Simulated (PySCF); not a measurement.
# BeCl₂FH, a complex of two parts: interaction energy, part 3 of 3

PySCF 2.14.0. Atoms count from 0, parts from 1. The steps go on from the part before.

## Step 8: Coupled-cluster interaction energy: CCSD(T) and MP2, 2.28 Å

The job: settings as JSON, then the geometry in Å.

```
{"job": {"kind": "intercc", "basis": "aug-cc-pVDZ", "basis_mid": "aug-cc-pVTZ", "basis_large": "aug-cc-pVQZ"}, "charge": 0, "multiplicity": 1, "parts": [{"atoms": "0-2", "charge": 0, "multiplicity": 1}, {"atoms": "3-4", "charge": 0, "multiplicity": 1}]}
Cl    -1.122306    -0.177520     0.354494
Be     0.609188    -0.432203    -0.087138
Cl     2.328406    -0.702347    -0.519494
F     -4.164231     0.543326     1.036592
H     -3.281664     0.376179     0.825393
```

With the program's defaults for keys left out, this is: CCSD(T)/aug-cc-pVDZ and MP2/aug-cc-pVTZ, aug-cc-pVQZ counterpoise interaction energy, frozen core, gas phase.

Log:

```text
part 1, own basis, geometry of the cluster: E = -933.8406764369 (as before)

part 2, own basis, geometry of the cluster: E = -100.0607805674 (as before)

part 1, own basis, relaxed alone: E = -933.8406989219 (as before)

part 2, own basis, relaxed alone: E = -100.0608782451 (as before)

cluster
final grid: 6016 points
cycle   1  E = -1033.9004887907  dE = -3.020e-03  |g| = 2.582e-02  |ddm| = 8.210e-01
cycle   2  E = -1033.9007139516  dE = -2.252e-04  |g| = 9.630e-03  |ddm| = 8.677e-02
cycle   3  E = -1033.9007442908  dE = -3.034e-05  |g| = 3.358e-03  |ddm| = 1.769e-02
cycle   4  E = -1033.9007503192  dE = -6.028e-06  |g| = 1.050e-03  |ddm| = 1.009e-02
cycle   5  E = -1033.9007507646  dE = -4.455e-07  |g| = 3.368e-04  |ddm| = 2.399e-03
cycle   6  E = -1033.9007508226  dE = -5.795e-08  |g| = 8.664e-05  |ddm| = 9.454e-04
cycle   7  E = -1033.9007508261  dE = -3.500e-09  |g| = 2.084e-05  |ddm| = 2.602e-04
cycle   8  E = -1033.9007508263  dE = -2.801e-10  |g| = 4.357e-06  |ddm| = 1.198e-04
converged SCF energy = -1033.9007508263

part 1 in the basis of the cluster
final grid: 6016 points
cycle   1  E = -933.8407545113  dE = -7.787e-05  |g| = 1.372e-03  |ddm| = 7.603e-01
cycle   2  E = -933.8407551269  dE = -6.155e-07  |g| = 1.497e-04  |ddm| = 7.947e-02
cycle   3  E = -933.8407551358  dE = -8.921e-09  |g| = 1.717e-05  |ddm| = 1.017e-02
cycle   4  E = -933.8407551359  dE = -8.492e-11  |g| = 5.947e-06  |ddm| = 2.926e-04
converged SCF energy = -933.8407551359

part 2 in the basis of the cluster
final grid: 6016 points
cycle   1  E = -100.0608299392  dE = -5.032e-05  |g| = 1.487e-03  |ddm| = 3.260e-01
cycle   2  E = -100.0608305962  dE = -6.571e-07  |g| = 1.958e-04  |ddm| = 3.233e-02
cycle   3  E = -100.0608306101  dE = -1.386e-08  |g| = 1.477e-05  |ddm| = 4.266e-03
cycle   4  E = -100.0608306102  dE = -8.291e-11  |g| = 4.411e-06  |ddm| = 8.828e-05
converged SCF energy = -100.0608306102

Interaction energy (kcal/mol)
  counterpoise       -0.760
  uncorrected        -1.290
  dispersion part     0.000
  deformation         0.014
  binding            -0.746

Decomposition of the uncorrected value (kcal/mol)
  electrostatic      -1.038
  Pauli               3.541
  orbital            -2.060
  dispersion          0.000
  correlation        -1.732

Charge of each part in the cluster: 0.011 -0.011
part 1, own basis, geometry of the cluster: E = -933.8481477227 (as before)

part 2, own basis, geometry of the cluster: E = -100.0682435067 (as before)

part 1, own basis, relaxed alone: E = -933.8481726771 (as before)

part 2, own basis, relaxed alone: E = -100.0683486834 (as before)

cluster
final grid: 6016 points
cycle   1  E = -1033.9153132677  dE = -2.922e-03  |g| = 2.701e-02  |ddm| = 7.608e-01
cycle   2  E = -1033.9155388758  dE = -2.256e-04  |g| = 1.034e-02  |ddm| = 1.079e-01
cycle   3  E = -1033.9155699349  dE = -3.106e-05  |g| = 3.350e-03  |ddm| = 2.565e-02
cycle   4  E = -1033.9155761718  dE = -6.237e-06  |g| = 1.087e-03  |ddm| = 1.205e-02
cycle   5  E = -1033.9155766396  dE = -4.677e-07  |g| = 3.484e-04  |ddm| = 2.376e-03
cycle   6  E = -1033.9155767003  dE = -6.074e-08  |g| = 9.410e-05  |ddm| = 1.480e-03
cycle   7  E = -1033.9155767043  dE = -3.998e-09  |g| = 2.283e-05  |ddm| = 4.272e-04
cycle   8  E = -1033.9155767046  dE = -3.279e-10  |g| = 4.731e-06  |ddm| = 1.579e-04
converged SCF energy = -1033.9155767046

part 1 in the basis of the cluster
final grid: 6016 points
cycle   1  E = -933.8481593052  dE = -1.080e-05  |g| = 5.192e-04  |ddm| = 5.478e-01
cycle   2  E = -933.8481593909  dE = -8.561e-08  |g| = 5.825e-05  |ddm| = 4.707e-02
cycle   3  E = -933.8481593923  dE = -1.484e-09  |g| = 5.235e-06  |ddm| = 5.413e-03
cycle   4  E = -933.8481593924  dE = -1.342e-11  |g| = 1.571e-06  |ddm| = 1.889e-04
converged SCF energy = -933.8481593924

part 2 in the basis of the cluster
final grid: 6016 points
cycle   1  E = -100.0682752772  dE = -3.294e-05  |g| = 1.123e-03  |ddm| = 4.616e-01
cycle   2  E = -100.0682756827  dE = -4.055e-07  |g| = 1.417e-04  |ddm| = 5.095e-02
cycle   3  E = -100.0682756907  dE = -7.943e-09  |g| = 1.239e-05  |ddm| = 6.808e-03
cycle   4  E = -100.0682756907  dE = -4.516e-11  |g| = 5.999e-06  |ddm| = 1.126e-04
converged SCF energy = -100.0682756907

Interaction energy (kcal/mol)
  counterpoise       -0.848
  uncorrected        -1.120
  dispersion part     0.000
  deformation         0.024
  binding            -0.824

Decomposition of the uncorrected value (kcal/mol)
  electrostatic      -0.997
  Pauli               3.507
  orbital            -1.999
  dispersion          0.000
  correlation        -1.631

Charge of each part in the cluster: 0.011 -0.011
part 1 in the basis of the cluster: E(HF) = -933.811965489  E2 = -0.326017190  E(CCSD corr) = -0.351090360  (T) = -0.009767121
part 2 in the basis of the cluster: E(HF) = -100.033329236  E2 = -0.222924886  E(CCSD corr) = -0.226598871  (T) = -0.004241421
cluster: E(HF) = -1033.844008740  E2 = -0.550561076  E(CCSD corr) = -0.578935687  (T) = -0.014235453

Counterpoise interaction energy (kcal/mol)
  hf_small                   0.807
  mp2_small                 -0.209
  ccsd_small                 0.025
  ccsdt_small               -0.118
  hf_large                   0.539
  mp2_large                 -0.848
  hf_middle                  0.524
  mp2_middle                -0.760
  scs_mp2_large             -0.465
  mp2_limit                 -0.923
  ccsdt_less_mp2             0.091
  ccsdt_limit_estimate      -0.832
  bsse_mp2_large             0.272
```

Run time: 3 min. Hardware: 1 thread of Arm Neoverse N1, shared host; peak memory 1.7 GiB.

Contacts at this geometry (a selection, picked against the atoms' radii; other short pairs can be missing):

```csv
atoms,distance (Å),kind (by distance and angle),angle (°)
H4···Cl0,2.28,hydrogen bond,176
```

Differences are taken before rounding.

```csv
method,interaction energy (kcal/mol),"from CCSD(T), limit estimate (kcal/mol)"
HF/aug-cc-pVDZ,0.81,+1.64
MP2/aug-cc-pVDZ,-0.21,+0.62
CCSD/aug-cc-pVDZ,0.02,+0.86
CCSD(T)/aug-cc-pVDZ,-0.12,+0.71
HF/aug-cc-pVQZ,0.54,+1.37
MP2/aug-cc-pVQZ,-0.85,-0.02
SCS-MP2/aug-cc-pVQZ,-0.46,+0.37
"MP2, extrapolated",-0.92,-0.09
"CCSD(T), limit estimate",-0.83,0
```

## Step 9: Coupled-cluster interaction energy: CCSD(T) and MP2, 3.80 Å

Same as in step 8 but for these lines:

```diff
@@ -4,3 +4,3 @@
 Cl     2.328406    -0.702347    -0.519494
-F     -4.164231     0.543326     1.036592
-H     -3.281664     0.376179     0.825393
+F     -5.603804     0.912459     1.350524
+H     -4.721236     0.745312     1.139326
```

Method: CCSD(T)/aug-cc-pVDZ and MP2/aug-cc-pVTZ, aug-cc-pVQZ counterpoise interaction energy, frozen core, gas phase.

Log:

```text
part 1, own basis, geometry of the cluster: E = -933.8406764369 (as before)

part 2, own basis, geometry of the cluster: E = -100.0607805674 (as before)

part 1, own basis, relaxed alone: E = -933.8406989219 (as before)

part 2, own basis, relaxed alone: E = -100.0608782451 (as before)

cluster
final grid: 6016 points
cycle   1  E = -1033.9021190738  dE = -1.468e-04  |g| = 5.621e-03  |ddm| = 4.550e-01
cycle   2  E = -1033.9021292469  dE = -1.017e-05  |g| = 1.912e-03  |ddm| = 4.942e-02
cycle   3  E = -1033.9021305090  dE = -1.262e-06  |g| = 5.545e-04  |ddm| = 7.082e-03
cycle   4  E = -1033.9021307026  dE = -1.936e-07  |g| = 1.178e-04  |ddm| = 4.158e-03
cycle   5  E = -1033.9021307098  dE = -7.138e-09  |g| = 3.075e-05  |ddm| = 4.750e-04
cycle   6  E = -1033.9021307103  dE = -5.432e-10  |g| = 7.707e-06  |ddm| = 1.895e-04
converged SCF energy = -1033.9021307103

part 1 in the basis of the cluster
final grid: 6016 points
cycle   1  E = -933.8406999263  dE = -2.351e-05  |g| = 6.074e-04  |ddm| = 3.354e-01
cycle   2  E = -933.8407000911  dE = -1.649e-07  |g| = 6.129e-05  |ddm| = 3.166e-02
cycle   3  E = -933.8407000931  dE = -1.989e-09  |g| = 6.655e-06  |ddm| = 3.885e-03
cycle   4  E = -933.8407000931  dE = -1.160e-11  |g| = 2.325e-06  |ddm| = 1.468e-04
converged SCF energy = -933.8407000931

part 2 in the basis of the cluster
final grid: 6016 points
cycle   1  E = -100.0607959825  dE = -1.597e-05  |g| = 7.731e-04  |ddm| = 3.011e-01
cycle   2  E = -100.0607962009  dE = -2.184e-07  |g| = 1.013e-04  |ddm| = 3.206e-02
cycle   3  E = -100.0607962052  dE = -4.346e-09  |g| = 8.100e-06  |ddm| = 4.398e-03
cycle   4  E = -100.0607962052  dE = -1.292e-11  |g| = 4.128e-06  |ddm| = 6.184e-05
converged SCF energy = -100.0607962052

Interaction energy (kcal/mol)
  counterpoise       -0.425
  uncorrected        -0.527
  dispersion part     0.000
  deformation         0.014
  binding            -0.411

Decomposition of the uncorrected value (kcal/mol)
  electrostatic      -0.334
  Pauli               0.010
  orbital            -0.099
  dispersion          0.000
  correlation        -0.104

Charge of each part in the cluster: 0.000 -0.000
part 1, own basis, geometry of the cluster: E = -933.8481477227 (as before)

part 2, own basis, geometry of the cluster: E = -100.0682435067 (as before)

part 1, own basis, relaxed alone: E = -933.8481726771 (as before)

part 2, own basis, relaxed alone: E = -100.0683486834 (as before)

cluster
final grid: 6016 points
cycle   1  E = -1033.9170202005  dE = -1.210e-04  |g| = 5.944e-03  |ddm| = 4.192e-01
cycle   2  E = -1033.9170304302  dE = -1.023e-05  |g| = 2.132e-03  |ddm| = 5.279e-02
cycle   3  E = -1033.9170317540  dE = -1.324e-06  |g| = 5.639e-04  |ddm| = 7.828e-03
cycle   4  E = -1033.9170319596  dE = -2.056e-07  |g| = 1.300e-04  |ddm| = 4.148e-03
cycle   5  E = -1033.9170319674  dE = -7.794e-09  |g| = 3.288e-05  |ddm| = 4.281e-04
cycle   6  E = -1033.9170319679  dE = -5.941e-10  |g| = 7.989e-06  |ddm| = 3.124e-04
converged SCF energy = -1033.9170319679

part 1 in the basis of the cluster
final grid: 6016 points
cycle   1  E = -933.8481507732  dE = -2.992e-06  |g| = 2.433e-04  |ddm| = 3.023e-01
cycle   2  E = -933.8481508028  dE = -2.952e-08  |g| = 2.856e-05  |ddm| = 2.884e-02
cycle   3  E = -933.8481508033  dE = -4.976e-10  |g| = 1.864e-06  |ddm| = 3.376e-03
converged SCF energy = -933.8481508033

part 2 in the basis of the cluster
final grid: 6016 points
cycle   1  E = -100.0682500271  dE = -7.213e-06  |g| = 5.248e-04  |ddm| = 2.236e-01
cycle   2  E = -100.0682501212  dE = -9.408e-08  |g| = 6.564e-05  |ddm| = 2.393e-02
cycle   3  E = -100.0682501229  dE = -1.729e-09  |g| = 2.996e-06  |ddm| = 3.328e-03
cycle   4  E = -100.0682501229  dE = -3.325e-12  |g| = 3.785e-07  |ddm| = 9.392e-05
converged SCF energy = -100.0682501229

Interaction energy (kcal/mol)
  counterpoise       -0.432
  uncorrected        -0.468
  dispersion part     0.000
  deformation         0.024
  binding            -0.407

Decomposition of the uncorrected value (kcal/mol)
  electrostatic      -0.330
  Pauli               0.011
  orbital            -0.083
  dispersion          0.000
  correlation        -0.065

Charge of each part in the cluster: 0.000 -0.000
part 1 in the basis of the cluster: E(HF) = -933.811737508  E2 = -0.325534343  E(CCSD corr) = -0.350581914  (T) = -0.009713111
part 2 in the basis of the cluster: E(HF) = -100.033253883  E2 = -0.222688874  E(CCSD corr) = -0.226363428  (T) = -0.004182365
cluster: E(HF) = -1033.845636850  E2 = -0.548270374  E(CCSD corr) = -0.576972326  (T) = -0.013896686

Counterpoise interaction energy (kcal/mol)
  hf_small                  -0.405
  mp2_small                 -0.435
  ccsd_small                -0.422
  ccsdt_small               -0.423
  hf_large                  -0.396
  mp2_large                 -0.432
  hf_middle                 -0.398
  mp2_middle                -0.425
  scs_mp2_large             -0.407
  mp2_limit                 -0.439
  ccsdt_less_mp2             0.012
  ccsdt_limit_estimate      -0.427
  bsse_mp2_large             0.036
```

Wall time 2.9 min (1 thread of Arm Neoverse N1, shared host); peak memory 1.6 GiB.

Contacts at this geometry (a selection, picked against the atoms' radii; other short pairs can be missing):

```csv
atoms,distance (Å),kind (by distance and angle),angle (°)
Cl0···H4,3.80,beyond van der Waals contact,–
```

Differences are taken before rounding.

```csv
method,interaction energy (kcal/mol),"from CCSD(T), limit estimate (kcal/mol)"
HF/aug-cc-pVDZ,-0.41,+0.02
MP2/aug-cc-pVDZ,-0.43,-0.01
CCSD/aug-cc-pVDZ,-0.42,0.00
CCSD(T)/aug-cc-pVDZ,-0.42,0.00
HF/aug-cc-pVQZ,-0.40,+0.03
MP2/aug-cc-pVQZ,-0.43,-0.01
SCS-MP2/aug-cc-pVQZ,-0.41,+0.02
"MP2, extrapolated",-0.44,-0.01
"CCSD(T), limit estimate",-0.43,0
```

## Step 10: Coupled-cluster interaction energy: CCSD(T) and MP2, 5.06 Å

Same as in step 9 but for these lines:

```diff
@@ -4,3 +4,3 @@
 Cl     2.328406    -0.702347    -0.519494
-F     -5.603804     0.912459     1.350524
-H     -4.721236     0.745312     1.139326
+F     -6.803447     1.220069     1.612135
+H     -5.920880     1.052922     1.400936
```

Level: CCSD(T)/aug-cc-pVDZ and MP2/aug-cc-pVTZ, aug-cc-pVQZ counterpoise interaction energy, frozen core, gas phase.

Log:

```text
part 1, own basis, geometry of the cluster: E = -933.8406764369 (as before)

part 2, own basis, geometry of the cluster: E = -100.0607805674 (as before)

part 1, own basis, relaxed alone: E = -933.8406989219 (as before)

part 2, own basis, relaxed alone: E = -100.0608782451 (as before)

cluster
final grid: 6016 points
cycle   1  E = -1033.9017705637  dE = -3.555e-05  |g| = 2.538e-03  |ddm| = 1.986e-01
cycle   2  E = -1033.9017726063  dE = -2.043e-06  |g| = 8.411e-04  |ddm| = 2.245e-02
cycle   3  E = -1033.9017728476  dE = -2.413e-07  |g| = 2.419e-04  |ddm| = 4.067e-03
cycle   4  E = -1033.9017728829  dE = -3.526e-08  |g| = 5.270e-05  |ddm| = 2.374e-03
cycle   5  E = -1033.9017728842  dE = -1.314e-09  |g| = 1.372e-05  |ddm| = 2.398e-04
cycle   6  E = -1033.9017728842  dE = -7.867e-11  |g| = 4.425e-06  |ddm| = 7.826e-05
converged SCF energy = -1033.9017728842

part 1 in the basis of the cluster
final grid: 6016 points
cycle   1  E = -933.8406860082  dE = -9.596e-06  |g| = 3.508e-04  |ddm| = 1.317e-01
cycle   2  E = -933.8406860751  dE = -6.691e-08  |g| = 3.538e-05  |ddm| = 1.271e-02
cycle   3  E = -933.8406860759  dE = -7.925e-10  |g| = 3.374e-06  |ddm| = 1.658e-03
converged SCF energy = -933.8406860759

part 2 in the basis of the cluster
final grid: 6016 points
cycle   1  E = -100.0607850766  dE = -4.653e-06  |g| = 3.446e-04  |ddm| = 1.249e-01
cycle   2  E = -100.0607851311  dE = -5.456e-08  |g| = 4.196e-05  |ddm| = 8.519e-03
cycle   3  E = -100.0607851321  dE = -9.622e-10  |g| = 2.718e-06  |ddm| = 7.780e-04
converged SCF energy = -100.0607851321

Interaction energy (kcal/mol)
  counterpoise       -0.171
  uncorrected        -0.199
  dispersion part     0.000
  deformation         0.014
  binding            -0.157

Decomposition of the uncorrected value (kcal/mol)
  electrostatic      -0.175
  Pauli               0.000
  orbital            -0.024
  dispersion          0.000
  correlation        -0.001

Charge of each part in the cluster: -0.000 0.000
part 1, own basis, geometry of the cluster: E = -933.8481477227 (as before)

part 2, own basis, geometry of the cluster: E = -100.0682435067 (as before)

part 1, own basis, relaxed alone: E = -933.8481726771 (as before)

part 2, own basis, relaxed alone: E = -100.0683486834 (as before)

cluster
final grid: 6016 points
cycle   1  E = -1033.9166912581  dE = -2.450e-05  |g| = 2.667e-03  |ddm| = 2.433e-01
cycle   2  E = -1033.9166932421  dE = -1.984e-06  |g| = 9.362e-04  |ddm| = 2.575e-02
cycle   3  E = -1033.9166934931  dE = -2.510e-07  |g| = 2.440e-04  |ddm| = 3.183e-03
cycle   4  E = -1033.9166935304  dE = -3.721e-08  |g| = 5.774e-05  |ddm| = 1.552e-03
cycle   5  E = -1033.9166935318  dE = -1.412e-09  |g| = 1.401e-05  |ddm| = 2.126e-04
cycle   6  E = -1033.9166935318  dE = -7.731e-11  |g| = 4.476e-06  |ddm| = 1.172e-04
converged SCF energy = -1033.9166935318

part 1 in the basis of the cluster
final grid: 6016 points
cycle   1  E = -933.8481490833  dE = -1.340e-06  |g| = 1.506e-04  |ddm| = 1.454e-01
cycle   2  E = -933.8481490965  dE = -1.318e-08  |g| = 1.701e-05  |ddm| = 1.464e-02
cycle   3  E = -933.8481490967  dE = -2.017e-10  |g| = 8.938e-07  |ddm| = 1.798e-03
converged SCF energy = -933.8481490967

part 2 in the basis of the cluster
final grid: 6016 points
cycle   1  E = -100.0682452407  dE = -1.934e-06  |g| = 2.292e-04  |ddm| = 1.808e-01
cycle   2  E = -100.0682452624  dE = -2.166e-08  |g| = 2.663e-05  |ddm| = 1.723e-02
cycle   3  E = -100.0682452627  dE = -3.279e-10  |g| = 1.139e-06  |ddm| = 2.122e-03
converged SCF energy = -100.0682452627

Interaction energy (kcal/mol)
  counterpoise       -0.173
  uncorrected        -0.184
  dispersion part     0.000
  deformation         0.024
  binding            -0.148

Decomposition of the uncorrected value (kcal/mol)
  electrostatic      -0.173
  Pauli               0.000
  orbital            -0.017
  dispersion          0.000
  correlation         0.006

Charge of each part in the cluster: 0.000 -0.000
part 1 in the basis of the cluster: E(HF) = -933.811712850  E2 = -0.325505743  E(CCSD corr) = -0.350551915  (T) = -0.009710060
part 2 in the basis of the cluster: E(HF) = -100.033228908  E2 = -0.222638547  E(CCSD corr) = -0.226314882  (T) = -0.004170900
cluster: E(HF) = -1033.845248793  E2 = -0.548120628  E(CCSD corr) = -0.576839724  (T) = -0.013874545

Counterpoise interaction energy (kcal/mol)
  hf_small                  -0.193
  mp2_small                 -0.178
  ccsd_small                -0.176
  ccsdt_small               -0.172
  hf_large                  -0.188
  mp2_large                 -0.173
  hf_middle                 -0.189
  mp2_middle                -0.171
  scs_mp2_large             -0.168
  mp2_limit                 -0.175
  ccsdt_less_mp2             0.006
  ccsdt_limit_estimate      -0.169
  bsse_mp2_large             0.011
```

It took 3 min on 1 thread of Arm Neoverse N1, shared host; peak memory 1.8 GiB.

Contacts at this geometry (a selection, picked against the atoms' radii; other short pairs can be missing):

```csv
atoms,distance (Å),kind (by distance and angle),angle (°)
Cl0···H4,5.06,beyond van der Waals contact,–
```

Differences are taken before rounding.

```csv
method,interaction energy (kcal/mol),"from CCSD(T), limit estimate (kcal/mol)"
HF/aug-cc-pVDZ,-0.193,-0.024
MP2/aug-cc-pVDZ,-0.178,-0.009
CCSD/aug-cc-pVDZ,-0.176,-0.007
CCSD(T)/aug-cc-pVDZ,-0.172,-0.003
HF/aug-cc-pVQZ,-0.188,-0.019
MP2/aug-cc-pVQZ,-0.173,-0.004
SCS-MP2/aug-cc-pVQZ,-0.168,0.000
"MP2, extrapolated",-0.175,-0.006
"CCSD(T), limit estimate",-0.169,0
```

## Step 11: The curve

Counterpoise interaction energies (kcal/mol):

```csv
Cl0···H4 (Å),HF,MP2 limit,CCSD(T) estimate,time
2.28,0.54,-0.92,-0.83,3 min
2.40,-0.04,-1.16,-1.10,3 min
2.53,-0.36,-1.21,-1.17,3.1 min
2.66,-0.53,-1.17,-1.14,3 min
2.79,-0.60,-1.09,-1.07,2.9 min
3.17,-0.58,-0.79,-0.77,2.9 min
3.80,-0.40,-0.44,-0.43,2.9 min
5.06,-0.19,-0.17,-0.17,3 min
```

## Step 12: What came out

What follows sums up all 3 parts.

| quantity | value |
| --- | --- |
| rotational constants (main isotopes) | 1048.78, 0.77, 0.77 GHz |
| CCSD(T) estimate at 2.28 Å | -0.83 kcal/mol |
| CCSD(T) estimate at 2.40 Å | -1.10 kcal/mol |
| CCSD(T) estimate at 2.53 Å | -1.17 kcal/mol |
| CCSD(T) estimate at 2.66 Å | -1.14 kcal/mol |
| CCSD(T) estimate at 2.79 Å | -1.07 kcal/mol |
| CCSD(T) estimate at 3.17 Å | -0.77 kcal/mol |
| CCSD(T) estimate at 3.80 Å | -0.43 kcal/mol |
| CCSD(T) estimate at 5.06 Å | -0.17 kcal/mol |

The optimisation took 6 steps and gained 0.134 eV; among the close pairs (by a distance rule), Cl0–Be1 changed most, from 1.736 to 1.805 Å. No frequency check was run at this level, so the end point may be a saddle. Along the rigid scan the CCSD(T) estimate is lowest at 2.53 Å (-1.17 kcal/mol), where MP2 at the limit misses it by -0.04 and Hartree-Fock by +0.81.
